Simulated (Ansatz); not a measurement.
# AlBrClH5OSi: the cost of one run

All numbers below are computed with Ansatz 0.2.0 (RHF/def2-SVP).

## 1. The structure to begin with

Bond lengths: Al1–O2 2.130 Å, O2–Si3 1.680 Å, Si3–H4 1.460 Å, Si3–H5 1.460 Å, Si3–H6 1.460 Å, Al1–H7 1.560 Å, Al1–Cl8 2.230 Å, Al1–Br9 2.710 Å, Br9–H10 1.753 Å. Angles: Al1–O2–Si3 125.0°, O2–Al1–H7 120.0°, O2–Al1–Cl8 120.0°, O2–Al1–Br9 71.6°, H7–Al1–Cl8 120.0°, H7–Al1–Br9 105.4°, Cl8–Al1–Br9 92.8°, O2–Si3–H4 109.5°, O2–Si3–H5 109.5°, O2–Si3–H6 109.5°, H4–Si3–H5 109.4°, H4–Si3–H6 109.4°, H5–Si3–H6 109.4°, Al1–Br9–H10 59.6°.

Structure file:

```xyz
10

Al    0.0000    0.0000    0.0000
O     0.0000    0.0000    2.1300
Si   -1.3147   -0.4067    3.0936
H    -2.2390   -1.2403    2.3304
H    -0.8506   -1.1432    4.2657
H    -1.9987    0.8095    3.5233
H     1.3510    0.0000   -0.7800
Cl   -1.9312    0.0000   -1.1150
Br   -0.3390    2.5493    0.8545
H    -0.1651    1.2419    2.0086
```

## 2. A restrained relaxation towards end A

Springs on the bonds that form and break draw the guess towards this end; the thresholds are loose.

Contents of input.yaml:

```yaml
crystal:
  periodic: [false, false, false]
  atoms:
    - { symbol: Al, position_ang: [0.0, 0.0, 0.0] }
    - { symbol: O, position_ang: [0.0, 0.0, 2.13] }
    - { symbol: Si, position_ang: [-1.3147, -0.4067, 3.0936] }
    - { symbol: H, position_ang: [-2.239, -1.2403, 2.3304] }
    - { symbol: H, position_ang: [-0.8506, -1.1432, 4.2657] }
    - { symbol: H, position_ang: [-1.9987, 0.8095, 3.5233] }
    - { symbol: H, position_ang: [1.351, 0.0, -0.78] }
    - { symbol: Cl, position_ang: [-1.9312, 0.0, -1.115] }
    - { symbol: Br, position_ang: [-0.339, 2.5493, 0.8545] }
    - { symbol: H, position_ang: [-0.1651, 1.2419, 2.0086] }
basis:
  gaussian: { orbitals: def2-SVP }
hamiltonian:
  xc: hf
relax:
  f_tol: 0.15
  max_steps: 25
  restrain:
    - { distance: [0, 8], at: 3.61, k: 30.0 }
    - { distance: [9, 1], at: 2.21, k: 30.0 }
    - { distance: [0, 1], at: 1.78, k: 30.0 }
    - { distance: [9, 8], at: 1.55, k: 30.0 }
```

Started as:

```console
$ ansatz run input.yaml --threads 4 --pin off --max-ram 5120MiB --backend cpu --events-out ev --progress --plain --runs-dir out
```

What time and memory should one allow on 4 threads of Intel Xeon Platinum 8259CL at 2.50GHz (Skylake/Cascade Lake), shared host?

About 29 s, with a peak of 0.35 GiB.
